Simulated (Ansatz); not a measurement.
The system is NbTe.

```xyz
2
Lattice="3.7030 0.0000 0.0000 -1.8515 3.2069 0.0000 0.0000 0.0000 3.6942" Properties=species:S:1:pos:R:3 pbc="T T T"
Te    1.8515    1.0690    0.0000
Nb    0.0000    0.0000    1.8471
```

The cell comes from a database or a generator and needn't be the stable form of this composition.

Base run:

* Program: Ansatz 0.2.0
* Functional: PBE
* Potentials or basis: all-electron LAPW, scalar-relativistic
* Cutoff: 233 eV
* Density cutoff: 934 eV
* Basis error allowed: 0.001 eV/atom
* k mesh: 8 × 8 × 7
* Occupations: fermi-dirac, width 0.05 eV
* Spin: no spin polarisation

Its results: pressure -0.6 GPa.

Q: The run is repeated on the same cell with these changes: functional from PBE to LDA. What comes out?

A: Pressure -7.5 GPa.

LDA binds more tightly than PBE, so the same cell stands under less pressure.

Not every run made on this cell is shown here.
